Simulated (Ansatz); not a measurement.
# AlFGaH3OSi: one species, many methods

Aim: compute AlFGaH3OSi with functionals from several rungs and with coupled cluster, and see how far each lands from CCSD(T) at the basis-set limit for the atomisation energy.

The runs use Ansatz 0.2.0, Gaussian basis; functionals in def2-TZVPP, the program's frozen cores in correlated methods.

Plan: LDA (SPW92), PBE-D4, revPBE-D4, BLYP-D4, r2SCAN-D4, B97M-V, PBE0-D4, B3LYP-D4, r2SCANh-D4, r2SCAN0-D4, HSE06-D4, BHLYP-D4, CAM-B3LYP-D4, LC-ωPBE, ωB97X-V, ωB97M-V, B2PLYP, PBE-QIDH; CCSD(T)/def2-SVP; CCSD(T)/def2-TZVPP; MP2/def2-QZVPP; extrapolation to the limit; RPA on PBE.

## (1) The geometry

An earlier PBE0-D4 in a triple-zeta def2 set relaxation fixed the geometry.

SMILES `F[SiH2][Al]1[O][GaH]1`, 8 atoms, charge 0, spin multiplicity 1.

Atoms are counted from 1 here; the program's logs count them from 0.

Bond lengths: F1–Si2 1.609 Å, Si2–Al3 2.476 Å, Si2–H6 1.489 Å, Si2–H7 1.488 Å, Al3–O4 1.707 Å, Al3–Ga5 2.349 Å, O4–Ga5 1.884 Å, Ga5–H8 1.567 Å. Angles: F1–Si2–Al3 108.7°, F1–Si2–H6 107.6°, F1–Si2–H7 107.6°, Al3–Si2–H6 112.2°, Al3–Si2–H7 112.2°, H6–Si2–H7 108.4°, Si2–Al3–O4 134.3°, Si2–Al3–Ga5 173.2°, O4–Al3–Ga5 52.5°, Al3–O4–Ga5 81.5°, Al3–Ga5–O4 46.0°, Al3–Ga5–H8 165.8°, O4–Ga5–H8 119.8°.

## (2) LDA

This LDA is Slater exchange with PW92 correlation.

in.yaml reads:

```yaml
crystal:
  periodic: [false, false, false]
  atoms:
    - {symbol: F, position_ang: [0.007156, 2.159854, 2.013147]}
    - {symbol: Si, position_ang: [0.670831, 1.739399, 0.608661]}
    - {symbol: Al, position_ang: [-0.236097, -0.461852, -0.071448]}
    - {symbol: O, position_ang: [0.009612, -1.489322, -1.412421]}
    - {symbol: Ga, position_ang: [-1.246394, -2.541897, -0.482488]}
    - {symbol: H, position_ang: [0.351242, 2.807377, -0.377710]}
    - {symbol: H, position_ang: [2.146415, 1.703897, 0.800811]}
    - {symbol: H, position_ang: [-1.702756, -3.917447, -1.078552]}
basis:
  gaussian: {orbitals: def2-TZVPP}
hamiltonian: {xc: lda}
output: {orbitals: {seedname: orbitals}}
```

The runs that follow: PBE-D4 (GGA); revPBE-D4 (GGA); BLYP-D4 (GGA); r2SCAN-D4 (meta-GGA); B97M-V (meta-GGA); PBE0-D4 (hybrid); B3LYP-D4 (hybrid); r2SCANh-D4 (hybrid); r2SCAN0-D4 (hybrid); HSE06-D4 (hybrid); BHLYP-D4 (hybrid); CAM-B3LYP-D4 (range-separated); LC-ωPBE (range-separated); ωB97X-V (range-separated); ωB97M-V (range-separated); B2PLYP (double hybrid); PBE-QIDH (double hybrid); CCSD(T) in def2-SVP; CCSD(T) in def2-TZVPP; MP2 in def2-QZVPP; RPA on PBE orbitals.

Before running them: what should the planned runs give, taken together? Wanted: atomisation energy, CCSD(T)/CBS; farthest beyond LDA; mean size of error, GGA; mean size of error, meta-GGA; mean size of error, hybrid; mean size of error, range-separated; mean size of error, double hybrid; gap, smallest and largest; T1 diagnostic.

The runs gave:

| quantity | value |
| --- | --- |
| atomisation energy, CCSD(T)/CBS | 25.624 eV |
| functionals within 0.256 eV (1.0 %) | PBE-D4, r2SCAN-D4, B97M-V, r2SCANh-D4, ωB97X-V |
| farthest beyond LDA | BHLYP-D4 (-1.436 eV) |
| mean size of error, GGA | 0.418 eV |
| mean size of error, meta-GGA | 0.048 eV |
| mean size of error, hybrid | 0.703 eV |
| mean size of error, range-separated | 0.266 eV |
| mean size of error, double hybrid | 0.559 eV |
| gap, smallest and largest | 2.22 eV (LDA (SPW92)), 8.27 eV (LC-ωPBE) |
| T1 diagnostic | 0.0170 |
| triples share of the correlation energy | 3.9 % |

**Reading.** The LDA atomisation energy is off by 3.646 eV (14 %): it overbinds. PBE-D4 misses by +0.023 eV. Double hybrids carry the basis error of their MP2 part in triple zeta, and no dispersion term here, so their miss is partly the set-up's. Taken by rung, meta-GGA functionals do best (0.048 eV on average) and hybrid ones worst beyond LDA (0.703 eV). The mean of the hybrids holds BHLYP, with half exact exchange. The reference freezes the cores and leaves out relativity and excitations past (T), and its outer-core shells are covered unevenly, so misses under about 0.256 eV can't be ranked. Hartree-Fock recovers 69 % of the binding; the rest is correlation. CCSD(T) in def2-SVP is off by -2.337 eV, so the small basis spoils what the method gains. Orbital gaps span 2.2 to 8.3 eV; exact exchange widens them. Correlated methods include outer-core shells of Ga, which these sets cover unevenly.
